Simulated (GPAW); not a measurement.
The system is WS.

```
CELL_PARAMETERS angstrom
3.00789 0.00000 0.00000
0.00000 3.00789 0.00000
0.00000 0.00000 3.00789
ATOMIC_POSITIONS crystal
W 0.50000 0.50000 0.50000
S 0.00000 0.00000 0.00000
```

The cell was built by a generator and needn't be a form met in nature.

- Program: GPAW 26.7.0
- Task: relaxation of cell and atoms
- Functional: PBEsol
- Potentials or basis: PAW data sets generated in the run's folder for this functional
- Cutoff: 600 eV
- Basis: pw
- k mesh: 9 × 9 × 9
- Occupations: fermi-dirac, width 0.05 eV
- Spin: no spin polarisation

At the start: pressure -7.9 GPa; volume 13.61 Å³/atom.

Problem. Where does the relaxation end?

Solution. Over 3 steps the energy falls by 10.3 meV/atom and the volume is 13.18 Å³/atom (-3.2 %); space group Pm-3m (No. 221, to 0.05 Å).

The path:
```csv
step,energy change (eV),largest force (eV/Å),pressure (GPa),volume (Å³)
1,0.0000,0.0000,-7.86,27.21
2,-0.0145,0.0000,-4.43,26.83
3,-0.0205,0.0000,0.20,26.35
```

Final structure:
```
W S
1.0
     2.97582    0.00000    0.00000
     0.00000    2.97582    0.00000
     0.00000    0.00000    2.97582
W S
1 1
Direct
  0.50000 0.50000 0.50000
  0.00000 0.00000 0.00000
```

Caveat: later steps reuse the first step's grids.
